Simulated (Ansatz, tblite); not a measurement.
# The cluster Ga₇P₇: rung by rung

The task here is to estimate one member of a computed series from the others.

Program: Ansatz 0.2.0, Gaussian basis. Level of theory: as each input shows. These are calculated values, not measurements.

Levels to be run: GFN1-xTB, GFN2-xTB, PBE-D4/def2-TZVP, r2SCAN-D4/def2-TZVP, CAM-B3LYP-D4/def2-TZVP, LC-ωPBE/def2-TZVP, r2SCANh-D4/def2-TZVP, PBE-D4/def2-SVP, PBE0-D4/def2-SVP, HF/6-31G, B3LYP-D4/6-31G, MP2/def2-SVP, RPA/def2-SVP.

**The relaxed structure**

The singlet was relaxed beforehand with PBE-D4/def2-SVP.

14 atoms, charge 0, spin multiplicity 1.

Bond lengths: Ga1–P8 2.180 Å, Ga1–P9 2.319 Å, Ga2–P10 2.180 Å, Ga2–P11 2.275 Å, Ga3–P8 2.309 Å, Ga3–P10 2.285 Å, Ga3–P14 2.550 Å, Ga4–P11 2.699 Å, Ga4–P14 2.615 Å, Ga5–P12 2.309 Å, Ga5–P13 2.285 Å, Ga5–P14 2.549 Å, Ga6–P9 2.318 Å, Ga6–P12 2.180 Å, Ga7–P11 2.275 Å, Ga7–P13 2.180 Å, P9–P14 2.300 Å. Angles: P8–Ga1–P9 154.3°, P10–Ga2–P11 178.3°, P8–Ga3–P10 125.2°, P8–Ga3–P14 116.2°, P10–Ga3–P14 118.6°, P11–Ga4–P14 91.9°, P12–Ga5–P13 125.2°, P12–Ga5–P14 116.2°, P13–Ga5–P14 118.5°, P9–Ga6–P12 154.3°, P11–Ga7–P13 178.3°, Ga1–P8–Ga3 76.9°, Ga1–P9–Ga6 83.4°, Ga1–P9–P14 79.8°, Ga6–P9–P14 79.9°, Ga2–P10–Ga3 84.1°, Ga2–P11–Ga4 92.0°, Ga2–P11–Ga7 78.1° and more.

As a file:

```tsv
atom	x (Å)	y (Å)	z (Å)
Ga1	-3.0672	0.8979	0.0711
Ga2	0.8010	-2.8373	0.1035
Ga3	-1.5737	-1.2811	-0.8407
Ga4	0.6794	-0.6824	2.9739
Ga5	1.2872	1.5708	-0.8326
Ga6	-0.8821	3.0740	0.0863
Ga7	2.8306	-0.8150	0.1017
P8	-3.6702	-0.5346	-1.4579
P9	-1.6951	1.6941	1.7624
P10	-0.6455	-3.2724	-1.4690
P11	2.3567	-2.3674	1.6957
P12	0.5582	3.6775	-1.4352
P13	3.2690	0.6296	-1.4717
P14	-0.2484	0.2463	0.7125
```

PBE0-D4/def2-TZVP was run before; its log isn't repeated, and its numbers join the tables.

The first run:

Tight binding, by tblite at 300 K electronic temperature and without a spin-polarisation term:

```python
tblite.interface.Calculator('GFN1-xTB', numbers, positions, charge=0, uhf=0).singlepoint()
```

Tight binding, by tblite at 300 K electronic temperature and without a spin-polarisation term:

```python
tblite.interface.Calculator('GFN2-xTB', numbers, positions, charge=0, uhf=0).singlepoint()
```

start.molden holds the orbitals of an earlier run on this state, given as this run's starting guess.

in.yaml

```yaml
crystal:
  periodic: [false, false, false]
  atoms:
    - {symbol: Ga, position_ang: [-3.067194, 0.897889, 0.071090]}
    - {symbol: Ga, position_ang: [0.800973, -2.837306, 0.103479]}
    - {symbol: Ga, position_ang: [-1.573668, -1.281073, -0.840699]}
    - {symbol: Ga, position_ang: [0.679420, -0.682380, 2.973899]}
    - {symbol: Ga, position_ang: [1.287237, 1.570806, -0.832573]}
    - {symbol: Ga, position_ang: [-0.882058, 3.074016, 0.086334]}
    - {symbol: Ga, position_ang: [2.830639, -0.815008, 0.101676]}
    - {symbol: P, position_ang: [-3.670195, -0.534570, -1.457944]}
    - {symbol: P, position_ang: [-1.695143, 1.694065, 1.762380]}
    - {symbol: P, position_ang: [-0.645530, -3.272429, -1.469009]}
    - {symbol: P, position_ang: [2.356679, -2.367375, 1.695716]}
    - {symbol: P, position_ang: [0.558173, 3.677534, -1.435153]}
    - {symbol: P, position_ang: [3.269042, 0.629575, -1.471672]}
    - {symbol: P, position_ang: [-0.248364, 0.246255, 0.712475]}
basis:
  gaussian: {orbitals: def2-TZVP, fitting: {mean_field: def2-universal-jkfit}, initial_orbitals: start.molden}
hamiltonian: {xc: pbe, dispersion: d4}
scf: {omitted_lower_state_checks: [starts]}
output: {orbitals: {seedname: orbitals}}
```

Started as:

```bash
> ansatz run in.yaml --threads 2 --pin off --events-out ev --progress --plain --max-ram 22528MiB --backend cuda --devices 0, --max-vram 18GiB
```

Among the steps run: PBE-D4/def2-TZVP; r2SCAN-D4/def2-TZVP; CAM-B3LYP-D4/def2-TZVP; LC-ωPBE/def2-TZVP; r2SCANh-D4/def2-TZVP; PBE-D4/def2-SVP; PBE0-D4/def2-SVP; HF/6-31G; B3LYP-D4/6-31G; MP2/def2-SVP; RPA/def2-SVP.

One table of the session follows, with a row left open; its other results are not shown here.

It belongs to the step «Binding energy». 

```
                 level  binding an atom (eV)
              HF/6-31G                 0.791
           HF/def2-SVP                 1.217
       PBE-D4/def2-SVP                     ?
      PBE-D4/def2-TZVP                 2.896
   r2SCAN-D4/def2-TZVP                 2.785
  r2SCANh-D4/def2-TZVP                 2.739
        B3LYP-D4/6-31G                 2.398
      PBE0-D4/def2-SVP                 2.760
     PBE0-D4/def2-TZVP                 2.781
CAM-B3LYP-D4/def2-TZVP                 2.550
     LC-ωPBE/def2-TZVP                 2.537
          RPA/def2-SVP                 2.242
          MP2/def2-SVP                 2.475
```

Q: Estimate the row for PBE-D4/def2-SVP from the others.

**Answer.** binding an atom (eV): 2.882. In the column «binding an atom (eV)» it lies between r2SCAN-D4/def2-TZVP (2.785) and PBE-D4/def2-TZVP (2.896).

Limits of these values: Free atoms were run apart at each level; binding is atoms less cluster, divided by the number of atoms, without zero-point or spin-orbit terms.
